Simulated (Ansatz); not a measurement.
# H₆O₂Si₂Sn: basis-set convergence

An exercise on one series of results from a longer session: the logs are not shown, and one member is left open.

Method: one geometry, several basis sets; program: Ansatz 0.2.0, Gaussian basis.

The runs, in order: PBE0-D4/def2-SVP; ωB97M-V/def2-SVP; PBE0-D4/def2-QZVPP; ωB97M-V/def2-QZVPP; the functionals' def2-TZVPP values are taken from earlier runs.

## The geometry

All runs share one geometry, relaxed beforehand with PBE0-D4 in a triple-zeta def2 set. Sn takes the def2 core potential; no spin-orbit term is included.

SMILES `[SiH3][O][Sn][O][SiH3]`, 11 atoms, charge 0, spin multiplicity 1.

Atoms are counted from 1 here; the program's logs count them from 0.

Bond lengths: Si1–O2 1.633 Å, Si1–H6 1.488 Å, Si1–H7 1.488 Å, Si1–H8 1.490 Å, O2–Sn3 1.972 Å, Sn3–O4 1.972 Å, O4–Si5 1.632 Å, Si5–H9 1.488 Å, Si5–H10 1.490 Å, Si5–H11 1.488 Å. Angles: O2–Si1–H6 110.7°, O2–Si1–H7 109.5°, O2–Si1–H8 111.2°, H6–Si1–H7 108.7°, H6–Si1–H8 108.4°, H7–Si1–H8 108.3°, Si1–O2–Sn3 147.5°, O2–Sn3–O4 98.4°, Sn3–O4–Si5 148.4°, O4–Si5–H9 109.5°, O4–Si5–H10 111.2°, O4–Si5–H11 110.7°, H9–Si5–H10 108.3°, H9–Si5–H11 108.6°, H10–Si5–H11 108.4°.

As a file:

```xyz
11
H6O2Si2Sn
Si   -1.7332    0.8722   -0.4816
O    -1.8609   -0.4610    0.4526
Sn   -0.9660   -2.0312    1.2420
O     0.8943   -1.5641    0.7851
Si    1.9507   -0.4536    0.2230
H    -1.4181    2.0674    0.3470
H    -3.0212    1.1082   -1.1883
H    -0.6607    0.7136   -1.5042
H     3.2608   -0.6235    0.9078
H     1.4647    0.9317    0.4791
H     2.1549   -0.6166   -1.2419
```

Set-up of the first run:

in.yaml

```yaml
crystal:
  periodic: [false, false, false]
  atoms:
    - {symbol: Si, position_ang: [-1.733229, 0.872193, -0.481625]}
    - {symbol: O, position_ang: [-1.860873, -0.460988, 0.452628]}
    - {symbol: Sn, position_ang: [-0.965977, -2.031193, 1.242020]}
    - {symbol: O, position_ang: [0.894337, -1.564144, 0.785084]}
    - {symbol: Si, position_ang: [1.950679, -0.453633, 0.223041]}
    - {symbol: H, position_ang: [-1.418068, 2.067366, 0.347019]}
    - {symbol: H, position_ang: [-3.021249, 1.108224, -1.188345]}
    - {symbol: H, position_ang: [-0.660727, 0.713607, -1.504219]}
    - {symbol: H, position_ang: [3.260839, -0.623534, 0.907808]}
    - {symbol: H, position_ang: [1.464665, 0.931745, 0.479115]}
    - {symbol: H, position_ang: [2.154901, -0.616644, -1.241925]}
basis:
  gaussian: {orbitals: def2-SVP}
hamiltonian: {xc: pbe0, dispersion: d4}
output: {orbitals: {seedname: orbitals}}
```

Started as:

```
$ ansatz run in.yaml --threads 2 --pin off --events-out ev --progress --plain --max-ram 32768MiB --backend cpu
```

Among the steps run: PBE0-D4 in def2-SVP; ωB97M-V in def2-SVP; PBE0-D4 in def2-QZVPP; ωB97M-V in def2-QZVPP.

One table of the session follows, with a row left open; its other results are not shown here.

It belongs to the step «Functionals by basis». 

```
functional       basis  HOMO (eV)  LUMO (eV)
   PBE0-D4    def2-SVP          ?          ?
   PBE0-D4  def2-TZVPP      -8.21      -2.45
   PBE0-D4  def2-QZVPP      -8.23      -2.45
   ωB97M-V    def2-SVP     -10.35      -0.55
   ωB97M-V  def2-TZVPP     -10.49      -0.74
   ωB97M-V  def2-QZVPP     -10.50      -0.78
```

**Question.** Estimate the row for PBE0-D4, def2-SVP.

The run gave: HOMO (eV): -8.12; LUMO (eV): -2.35. In the column «HOMO (eV)» it is the highest.
